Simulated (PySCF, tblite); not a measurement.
**Al3H3NO5 radical, a small gas-phase stand-in for a defect centre (alumina 3-ring): EPR parameters**

Aim: the EPR parameters of `[NH][Al]1[O][Al]([OH])[O][Al]([OH])[O]1`. It is drawn as: nitrogen radical.

Programs: tblite 0.8.0 and PySCF 2.14.0. All values are calculated, for the isolated system unless a continuum is named. Atoms count from 0, parts from 1.

## 1. Starting point

12 atoms, charge 0, multiplicity 2; geometry: distance geometry start.

## 2. Geometry optimisation with GFN2-xTB

What the job is given:

```
{"job": {"kind": "relax", "xc": "GFN2-xTB", "basis": "xTB"}, "charge": 0, "multiplicity": 2}
O      1.964025     0.436594    -1.653231
Al     0.580059    -0.179857    -2.774621
O      0.968475    -1.734559    -3.732629
O     -1.159122    -0.074367    -2.049554
Al    -1.569564     0.591788    -0.360398
O     -2.908813    -0.297706     0.595006
O     -0.099451     1.198011     0.654484
Al     1.684751     1.154403     0.048390
N      3.004812     0.667600     1.399027
H      0.749230    -2.631895    -3.471481
H     -2.928787    -1.257982     0.715883
H      3.986260     0.660167     1.263982
```

With the program's defaults for keys left out, this is: GFN2-xTB geometry optimisation, gas phase.

On the command line:

```bash
> OMP_NUM_THREADS=1 python cluster_run.py task.json out
```

This one command runs all jobs of the session in turn.

**Question.** The jobs that follow are: PBE0-D3(BJ)/def2-SVP geometry optimisation, gas phase; UKS B3LYP, IGLO-III on Al N O, pcH-1 on H, non-relativistic, mean-field spin-orbit, GIAO; UKS BHandHLYP, IGLO-III on Al N O, pcH-1 on H, non-relativistic, mean-field spin-orbit, GIAO. Predict: rotational constants (main isotopes); g(iso) (B3LYP); ⟨S²⟩; largest a(iso) (averaged by class).

The runs gave:

| quantity | value |
| --- | --- |
| rotational constants (main isotopes) | 1.03, 1.02, 0.51 GHz |
| g(iso) (B3LYP) | 2.00647 |
| ⟨S²⟩ | 0.754 (exact 0.75) |
| largest a(iso) (averaged by class) | 1H on H11, -58.6 MHz |

**Reading.** The start of the PBE0/def2-SVP relaxation was shaken at random by about 0.01 Å, so part of the energy gained, and of the first lengths quoted, undoes that. The optimisation took 22 steps and gained 0.345 eV; among the close pairs (by a distance rule), Al4–O5 changed most, from 1.640 to 1.692 Å (PBE0/def2-SVP). No frequency check was run at this level, so the end point may be a saddle. N8 carries the largest spin population, 1.04 e. The isotropic g lies 4.2 ppt above the free-electron value. The coupling of 1H on H11 runs from -66.8 (BHandHLYP/IGLO-III+pcH-1) to -58.6 MHz (B3LYP/IGLO-III+pcH-1). A capped cluster stands for the solid here, so long-range fields and strain are missing, and bands or shifts of the capping hydrogens have no counterpart in it.
